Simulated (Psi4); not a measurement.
# AlPNH4OF (SMILES [NH2][Al]([F])[PH]O): a chain of runs, part 2 of 3

Psi4 1.11. Earlier steps stand in the parts before.

## 3. The doublet cation: the energy at UMP2/def2-SVPD (density fitting, density fitting for correlation) (run 2)

calc.in reads:

```
memory 1600 MB

molecule {
  1 2
  N      2.80565559     1.83665695    -0.34086313
  Al     1.64483085    -1.18114686     0.56017340
  F      3.58015984    -3.35210391     1.88008096
  P     -2.57788312    -2.18737122    -0.32296175
  O     -3.34897453     0.92979628    -0.94324924
  H      1.64761441     3.17915240    -1.07367435
  H      4.60005259     2.48327398    -0.16577622
  H     -3.31587975    -2.30785638     2.26685688
  H     -4.78925008     0.97270629    -2.06730369
  units au
  symmetry c1
}

set {
  reference uhf
  num_frozen_docc 13
}

energy_value = energy('mp2/def2-SVPD')
```

Command:

```sh
$ psi4 -n 1 calc.in calc.out
```

calc.out, shortened:

```text
[...]
  Running in c1 symmetry.
[...]
  Nuclear repulsion =  273.478772795651537
[...]
  Multiplicity = 2
[...]
  Nalpha       = 28
  Nbeta        = 27
[...]
    Number of basis functions: 146
[...]
   @DF-UHF iter   1:  -812.96916864833406   -9.13135e-01   4.77312e-03 DIIS/ADIIS
[...]
   @DF-UHF iter  18:  -813.21238409751561   -2.96723e-11   9.67638e-09 DIIS
[...]
   @S^2 Observed:                7.653601225E-01
[...]
  @DF-UHF Final Energy:  -813.21238409751561
   => Energetics <=
    Nuclear Repulsion Energy =            273.4787727956515369
    One-Electron Energy =               -1661.1856812528781120
    Two-Electron Energy =                 574.4945243597109084
    Total Energy =                       -813.2123840975156099
  UHF NO Occupations:
  HONO-2 :   26  A 1.9989771
  HONO-1 :   27  A 1.9938399
[...]
```

Wall time 7.2 s (1 thread of Intel Xeon Platinum 8375C at 2.90GHz (Ice Lake), shared host); peak memory 0.29 GiB.

## 4. The doublet cation: a structure relaxation at UMP2/def2-SVPD (density fitting, density fitting for correlation) (run 3)

run.py reads:

```python
import psi4

psi4.set_memory(1600000000)
psi4.set_num_threads(1)
psi4.core.set_output_file('output.dat', False)

geom = psi4.geometry("""
1 2
N      2.80565559     1.83665695    -0.34086313
Al     1.64483085    -1.18114686     0.56017340
F      3.58015984    -3.35210391     1.88008096
P     -2.57788312    -2.18737122    -0.32296175
O     -3.34897453     0.92979628    -0.94324924
H      1.64761441     3.17915240    -1.07367435
H      4.60005259     2.48327398    -0.16577622
H     -3.31587975    -2.30785638     2.26685688
H     -4.78925008     0.97270629    -2.06730369
units bohr
symmetry c1
""")

psi4.set_options({
    'basis': 'def2-SVPD',
    'reference': 'uhf',
    'geom_maxiter': 50,
    'num_frozen_docc': 13,
})

energy_value = psi4.optimize("mp2")
print(f'total energy {energy_value:.8f} hartree = {energy_value * 27.211386:.5f} eV')
print(geom.to_string(dtype='xyz', units='Angstrom'))
```

Command:

```sh
$ python run.py
```

output.dat:

```text
gradient() will perform analytic gradient computation.
    For method 'MP2', SCF Algorithm Type (re)set to DISK_DF.

   => Loading Basis Set <=

    Name: DEF2-SVPD
    Role: ORBITAL
    Keyword: BASIS

         ---------------------------------------------------------
                                   SCF
                              UHF Reference
                        1 Threads,   1525 MiB Core
         ---------------------------------------------------------

  ==> Geometry <==

    Molecular point group: c1
    Full point group: C1

    Geometry (in Bohr), charge = 1, multiplicity = 2:

       Center              X                  Y                   Z               Mass
    ------------   -----------------  -----------------  -----------------  -----------------
         N            2.657886170084     2.903062723823    -0.520360709858    14.003074004430
         AL           1.497061430084    -0.114741086177     0.380675820142    26.981538530000
         F            3.432390420084    -2.285698136177     1.700583380142    18.998403162730
[... 5 lines of this table left out ...]
         H           -4.937019499916     2.039112063823    -2.246801269858     1.007825032230

  Running in c1 symmetry.

  Rotational constants: A =      0.15312  B =      0.06385  C =      0.04571 [cm^-1]
  Rotational constants: A =   4590.29806  B =   1914.18337  C =   1370.32512 [MHz]
  Nuclear repulsion =  273.478772795651537

  Charge       = 1
  Multiplicity = 2
  Electrons    = 55
  Nalpha       = 28
  Nbeta        = 27

  ==> Algorithm <==

  SCF Algorithm Type is DISK_DF.
  DIIS enabled.
  MOM disabled.
  Fractional occupation disabled.
  Guess Type is SAD.
  Energy threshold   = 1.00e-10
  Density threshold  = 1.00e-10
  Integral threshold = 1.00e-12

  ==> Primary Basis <==

  Basis Set: DEF2-SVPD
    Blend: DEF2-SVPD
    Number of shells: 62
    Number of basis functions: 146
    Number of Cartesian functions: 156
    Spherical Harmonics?: true
    Max angular momentum: 2

   => Loading Basis Set <=

    Name: (DEF2-SVPD AUX)
    Role: JKFIT
    Keyword: DF_BASIS_SCF

  ==> Integral Setup <==

  ==> DiskDFJK: Density-Fitted J/K Matrices <==

    J tasked:                  Yes
    K tasked:                  Yes
    wK tasked:                  No
    Integrals threads:           1
    Memory [MiB]:             1144
    Algorithm:                Core
    Integral Cache:           SAVE
    Schwarz Cutoff:          1E-12
    Fitting Condition:       1E-10

   => Auxiliary Basis Set <=

  Basis Set: (DEF2-SVPD AUX)
    Blend: DEF2-UNIVERSAL-JKFIT
    Number of shells: 175
    Number of basis functions: 559
    Number of Cartesian functions: 669
    Spherical Harmonics?: true
    Max angular momentum: 4

  Minimum eigenvalue in the overlap matrix is 1.7060029719E-04.
  Reciprocal condition number of the overlap matrix is 2.1549961307E-05.
    Using symmetric orthogonalization.

  ==> Pre-Iterations <==

  SCF Guess: Superposition of Atomic Densities via on-the-fly atomic UHF (no occupation information).

   -------------------------
    Irrep   Nso     Nmo
   -------------------------
     A        146     146
   -------------------------
    Total     146     146
   -------------------------

  ==> Iterations <==

                           Total Energy        Delta E     RMS |[F,P]|

   @DF-UHF iter SAD:  -812.05603406653120   -8.12056e+02   0.00000e+00
   @DF-UHF iter   1:  -812.96916864833452   -9.13135e-01   4.77312e-03 DIIS/ADIIS
   @DF-UHF iter   2:  -813.12058588014088   -1.51417e-01   3.25583e-03 DIIS/ADIIS
   @DF-UHF iter   3:  -813.20878340143076   -8.81975e-02   4.00229e-04 DIIS/ADIIS
   @DF-UHF iter   4:  -813.21179488258656   -3.01148e-03   1.56435e-04 DIIS/ADIIS
   @DF-UHF iter   5:  -813.21222976438514   -4.34882e-04   6.06104e-05 DIIS
   @DF-UHF iter   6:  -813.21233705032785   -1.07286e-04   2.42593e-05 DIIS
   @DF-UHF iter   7:  -813.21236725443396   -3.02041e-05   1.16503e-05 DIIS
   @DF-UHF iter   8:  -813.21237709196566   -9.83753e-06   6.50820e-06 DIIS
   @DF-UHF iter   9:  -813.21238054876096   -3.45680e-06   4.40556e-06 DIIS
   @DF-UHF iter  10:  -813.21238269943126   -2.15067e-06   2.60331e-06 DIIS
   @DF-UHF iter  11:  -813.21238381931539   -1.11988e-06   1.22317e-06 DIIS
   @DF-UHF iter  12:  -813.21238404411383   -2.24798e-07   5.91487e-07 DIIS
   @DF-UHF iter  13:  -813.21238408625879   -4.21450e-08   2.87621e-07 DIIS
   @DF-UHF iter  14:  -813.21238409442674   -8.16794e-09   1.56442e-07 DIIS
   @DF-UHF iter  15:  -813.21238409665523   -2.22849e-09   9.58458e-08 DIIS
   @DF-UHF iter  16:  -813.21238409728426   -6.29029e-10   4.97893e-08 DIIS
   @DF-UHF iter  17:  -813.21238409748480   -2.00544e-10   2.06237e-08 DIIS
   @DF-UHF iter  18:  -813.21238409751550   -3.06954e-11   9.67638e-09 DIIS
   @DF-UHF iter  19:  -813.21238409752186   -6.36646e-12   4.92992e-09 DIIS
   @DF-UHF iter  20:  -813.21238409752357   -1.70530e-12   2.54081e-09 DIIS
   @DF-UHF iter  21:  -813.21238409752345    1.13687e-13   1.08100e-09 DIIS
   @DF-UHF iter  22:  -813.21238409752357   -1.13687e-13   5.44449e-10 DIIS
   @DF-UHF iter  23:  -813.21238409752414   -5.68434e-13   2.92726e-10 DIIS
   @DF-UHF iter  24:  -813.21238409752323    9.09495e-13   1.70325e-10 DIIS
   @DF-UHF iter  25:  -813.21238409752368   -4.54747e-13   1.04083e-10 DIIS
   @DF-UHF iter  26:  -813.21238409752380   -1.13687e-13   5.52006e-11 DIIS
  Energy and wave function converged.

  ==> Post-Iterations <==

[... 4 lines left out ...]
   @S   Observed:                5.000000000E-01
[... 120 lines left out ...]
  DIE_IF_NOT_CONVERGED          => (empty)
[... 103 lines left out ...]
	For this energy convergence, default residual convergence is:     3.16e-07
[... 238 lines left out ...]
   @DF-UHF iter   0:  -813.25611849472955   -8.13256e+02   2.15734e-03
[... 9 lines left out ...]
   @DF-UHF iter  10:  -813.23896870911983   -5.53290e-08   4.12594e-07 DIIS
[... 9 lines left out ...]
   @DF-UHF iter  20:  -813.23896872157593   -1.36424e-12   4.35679e-10 DIIS
[... 13 lines left out ...]
    Final Occupation by Irrep:
[... 91 lines left out ...]
  E_CONVERGENCE                 => 1e-08           !
[... 126 lines left out ...]
	DF-SCS-MP2 Total Energy (a.u.)     :  -813.95786182145685
[... 175 lines left out ...]
   @DF-UHF iter   1:  -813.25163270926123    3.16654e-02   2.73468e-04 DIIS/ADIIS
[... 9 lines left out ...]
   @DF-UHF iter  11:  -813.25497783986350   -2.25236e-09   9.96753e-08 DIIS
[... 9 lines left out ...]
   @DF-UHF iter  21:  -813.25497784038976   -1.13687e-13   6.99941e-11 DIIS
[... 22 lines left out ...]
    One-Electron Energy =               -1659.5147595524476856
[... 100 lines left out ...]
  MBIS_D_CONVERGENCE            => (empty)
[... 109 lines left out ...]
	DF-MP2 Total Energy (a.u.)         :  -813.98697614474747
[... 174 lines left out ...]
   @DF-UHF iter   4:  -813.25851674859553   -2.02718e-04   2.65932e-05 DIIS
[... 9 lines left out ...]
   @DF-UHF iter  14:  -813.25857377898910   -7.95808e-12   5.09806e-09 DIIS
[... 12 lines left out ...]
   @S^2 Observed:                7.626920011E-01
[... 42 lines left out ...]
 Dipole Y            :         -5.2653000            5.7107369            0.4454369
[... 144 lines left out ...]
	Warning: cc_lambda option is changed to TRUE
[... 135 lines left out ...]
	  Convergence Criteria     1.00e-06 *    3.00e-04 *             o    1.20e-03 *             o
[... 81 lines left out ...]
   @DF-UHF iter   8:  -813.25944527955153   -5.86467e-08   5.46108e-07 DIIS
[... 9 lines left out ...]
   @DF-UHF iter  18:  -813.25944529854905    6.82121e-13   1.26681e-10 DIIS
[... 22 lines left out ...]
    Nuclear Repulsion Energy =            272.3072242005596877
[... 99 lines left out ...]
  MAX_MOGRAD_CONVERGENCE        => (empty)
[... 109 lines left out ...]
	DF-SCS(N)-MP2 Total Energy (a.u.)  :  -813.59350865433760
[... 175 lines left out ...]
   @DF-UHF iter   3:  -813.25912639021362   -9.03048e-05   2.64087e-05 DIIS
[... 9 lines left out ...]
   @DF-UHF iter  13:  -813.25916121236298   -5.68434e-12   5.04409e-09 DIIS
[... 12 lines left out ...]
   @S   Expected:                5.000000000E-01
[... 42 lines left out ...]
 Dipole Z            :          1.8453766           -2.2304547           -0.3850781
[... 168 lines left out ...]
   @DF-UHF iter   0:  -813.25925883372065   -8.13259e+02   1.09841e-04
[... 9 lines left out ...]
   @DF-UHF iter  10:  -813.25948937468786   -8.07177e-12   5.47609e-09 DIIS
[... 12 lines left out ...]
   @S^2 Observed:                7.640654196E-01
[... 42 lines left out ...]
 Dipole Y            :         -4.9458377            5.4248330            0.4789954
[... 144 lines left out ...]
	Warning: cc_lambda option is changed to TRUE
[... 135 lines left out ...]
	  Convergence Criteria     1.00e-06 *    3.00e-04 *             o    1.20e-03 *             o
[... 81 lines left out ...]
   @DF-UHF iter   8:  -813.25951835279716   -1.17439e-10   1.95538e-08 DIIS
[... 12 lines left out ...]
   @S^2 Expected:                7.500000000E-01
[... 42 lines left out ...]
 Dipole X            :          1.2026160           -2.8543038           -1.6516878
[... 129 lines left out ...]
  R_CONVERGENCE                 => (empty)
[... 149 lines left out ...]
	   Step    Total Energy     Delta E     Max Force     RMS Force      Max Disp      RMS Disp
[... 82 lines left out ...]
   @DF-UHF iter   7:  -813.25954215534591   -7.93648e-10   3.91106e-08 DIIS
[... 12 lines left out ...]
   @S^2 Expected:                7.500000000E-01
[... 42 lines left out ...]
 Dipole X            :          1.1926525           -2.8400742           -1.6474217
[... 129 lines left out ...]
  R_CONVERGENCE                 => (empty)
[... 149 lines left out ...]
	   Step    Total Energy     Delta E     Max Force     RMS Force      Max Disp      RMS Disp
[... 82 lines left out ...]
   @DF-UHF iter   7:  -813.25955011281405   -1.28580e-10   1.67061e-08 DIIS
[... 12 lines left out ...]
   @S^2 Expected:                7.500000000E-01
[... 79 lines left out ...]
 Dipole X            :          1.1898682           -2.8369122           -1.6470440
[... 129 lines left out ...]
  R_CONVERGENCE                 => (empty)
[... 15 lines left out ...]
	Warning: cc_lambda option is changed to TRUE
	For this residual convergence, default PCG convergence is:     1.00e-07
	For this energy convergence, default residual convergence is:     3.16e-07

 ==============================================================================
 ==============================================================================
 ==============================================================================

                       DF-MP2

 ==============================================================================
 ==============================================================================
 ==============================================================================

	MO spaces...

	 FC   AOCC   BOCC  AVIR   BVIR   FV
	------------------------------------------
	 13    15    14   118    119     0
	Reading DF integrals from disk ...
	Number of basis functions in the DF-HF basis: 559
	Number of basis functions in the DF-CC basis: 440

	Minimum required memory for amplitudes:     71.71 MB

	Computing DF-MP2 energy using SCF MOs (Canonical DF-MP2)...
	=======================================================================
	Nuclear Repulsion Energy (a.u.)    :   272.30658045490463
	DF-HF Energy (a.u.)                :  -813.25955011283668
	REF Energy (a.u.)                  :  -813.25955011283668
	Alpha-Alpha Contribution (a.u.)    :    -0.09753194934067
	Alpha-Beta Contribution (a.u.)     :    -0.54390748366029
	Beta-Beta Contribution (a.u.)      :    -0.09244963523091
	Scaled_SS Correlation Energy (a.u.):    -0.06332719485719
	Scaled_OS Correlation Energy (a.u.):    -0.65268898039235
	DF-SCS-MP2 Total Energy (a.u.)     :  -813.97556628808616
	DF-SOS-MP2 Total Energy (a.u.)     :  -813.96662984159502
	DF-SCS(N)-MP2 Total Energy (a.u.)  :  -813.59391770168270
	DF-MP2 Correlation Energy (a.u.)   :    -0.73388906823187
	DF-MP2 Total Energy (a.u.)         :  -813.99343918106854
	=======================================================================

	Computing unrelaxed response density matrices...

	Forming independent-pairs...
	Number of alpha independent-pairs:3304
	Number of beta independent-pairs :3213
	Computing the generalized Fock matrix (GFM)...
	Computing the orbital gradient...
	Forming effective orbital gradient...
	Solving orbital Z-vector equations...

	            PCG Solver
	   ------------------------------
	Iter     RMS Z Vector        RMS Residual
	----    ---------------    ---------------
	  1         3.31e-04         4.54e-04
	  2         3.16e-04         1.31e-04
	  3         1.29e-04         6.06e-05
[... 7 lines of this table left out ...]
	 11         8.33e-08         5.37e-08

	Computing the relaxed PDMs and GFM...

	total time  =         11 seconds =       0.18 minutes

	Forming Gamma^tilde...
	Backtransforming OPDM, TPDM, and GFM to the AO basis...

	total time  =          3 seconds =       0.05 minutes
    Molecular point group: c1
    Full point group: C1

    Geometry (in Bohr), charge = 1, multiplicity = 2:

       Center              X                  Y                   Z
    ------------   -----------------  -----------------  -----------------
         N            2.899284180967     2.885859570612    -0.736796174022
         AL           1.871150169396    -0.006322297004     0.466250977729
         F            2.853950635042    -2.554822670529     2.001236745607
[... 5 lines of this table left out ...]
         H           -5.755372220657     1.770435389190    -1.487714221248

  -Total gradient:
     Atom            X                  Y                   Z
    ------   -----------------  -----------------  -----------------
       1       -0.000085063106    -0.000000419772    -0.000007805191
       2        0.000087630680     0.000031031182     0.000013330092
       3       -0.000040549110    -0.000006385720    -0.000004822483
[... 5 lines of this table left out ...]
       9       -0.000012714175     0.000007337349    -0.000003257251

    			-----------------------------------------

    			 OPTKING 3.0: for geometry optimizations

    			        with contributions from

    			-----------------------------------------

	                            ===> Fragment 1 <==

	 Z (Atomic Numbers)          Masses                          Geom
	       7.000000            14.003074          2.89928418  2.88585957 -0.73679617
	      13.000000            26.981539          1.87115017 -0.00632230  0.46625098
	       9.000000            18.998403          2.85395064 -2.55482267  2.00123675
[... 5 lines of this table left out ...]
	       1.000000             1.007825         -5.75537222  1.77043539 -1.48771422

	 - Coordinate -           - BOHR/RAD -       - ANG/DEG -
	 R(1,2)           =         3.296832           1.744608
	 R(1,6)           =         1.921724           1.016933
	 R(1,7)           =         1.922708           1.017453
[... 24 lines of this table left out ...]
	 D(8,4,5,9)       =        -0.479572         -27.477470

	        --- Internal Coordinate Step in ANG or DEG, aJ/ANG or AJ/DEG ---
	-------------------------------------------------------------------------------
	           Coordinate      Previous         Force          Change          New
	           ----------      --------        ------          ------        ------
	               R(1,2)       1.74461        0.00008        0.00003       1.74464
	               R(1,6)       1.01693        0.00002       -0.00000       1.01693
	               R(1,7)       1.01745       -0.00007       -0.00002       1.01744
[... 24 lines of this table left out ...]
	           D(8,4,5,9)     -27.47747        0.00000        0.05582     -27.42165
	-------------------------------------------------------------------------------

	                                 ==> Convergence Check <==

	Measures of convergence in internal coordinates in au.

	Criteria marked as inactive (o), active & met (*), and active & unmet ( ).

	----------------------------------------------------------------------------------------------
	   Step    Total Energy     Delta E     Max Force     RMS Force      Max Disp      RMS Disp
	----------------------------------------------------------------------------------------------
	  Convergence Criteria     1.00e-06 *    3.00e-04 *             o    1.20e-03 *             o
	----------------------------------------------------------------------------------------------
	    15    -813.99343918   -2.38e-07 *    7.12e-05 *    2.57e-05 o    2.58e-03      7.72e-04 o  ~
	----------------------------------------------------------------------------------------------

Next Geometry in Ang
	Fragment 1 (Ang)

	    N   1.5353235482   1.5271409031  -0.3901304659
	   Al   0.9899531840  -0.0027247988   0.2469206506
	    F   1.5100653828  -1.3513606954   1.0592442223
[... 5 lines of this table left out ...]
	    H  -3.0471690344   0.9359702342  -0.7870017070

    Final optimized geometry and variables:
    Molecular point group: c1
    Full point group: C1

    Geometry (in Bohr), charge = 1, multiplicity = 2:

    N            2.899284180967     2.885859570612    -0.736796174022
    AL           1.871150169396    -0.006322297004     0.466250977729
    F            2.853950635042    -2.554822670529     2.001236745607
[... 5 lines of this table left out ...]
    H           -5.755372220657     1.770435389190    -1.487714221248

[set-up sections that repeat, and orbital energies of the middle runs, are left out above]
```

It took 5.5 min on 1 thread of Intel Xeon Platinum 8375C at 2.90GHz (Ice Lake), shared host; peak memory 0.82 GiB.

The path in brief:

| step | energy from the first frame kept (eV) | largest force (eV/Å) |
| --- | --- | --- |
| 0 | 0.0000 | 3.1864 |
| 1 | -0.5755 | 1.8248 |
| 2 | -0.8860 | 0.8360 |
| 3 | -1.0059 | 0.4453 |
| 4 | -1.0431 | 0.4569 |
| 5 | -1.0552 | 0.0743 |
| 6 | -1.0591 | 0.0529 |
| 7 | -1.0604 | 0.0502 |
| 8 | -1.0612 | 0.0230 |
| 9 | -1.0614 | 0.0183 |
| 10 | -1.0616 | 0.0120 |
| 11 | -1.0617 | 0.0146 |
| 12 | -1.0618 | 0.0103 |
| 13 | -1.0619 | 0.0055 |
| 14 | -1.0619 | 0.0048 |

After the run. Bond lengths: N1–Al2 1.745 Å, Al2–F3 1.658 Å, Al2–P4 2.435 Å, P4–O5 1.621 Å, N1–H6 1.017 Å, N1–H7 1.017 Å, P4–H8 1.410 Å, O5–H9 0.975 Å. Angles: N1–Al2–F3 142.6°, N1–Al2–P4 112.8°, F3–Al2–P4 104.5°, Al2–P4–O5 110.0°, Al2–N1–H6 124.2°, Al2–N1–H7 125.2°, Al2–P4–H8 122.2°, O5–P4–H8 108.4°, P4–O5–H9 118.5°, H6–N1–H7 110.5°.

(Part 2 of 3 ends here.)
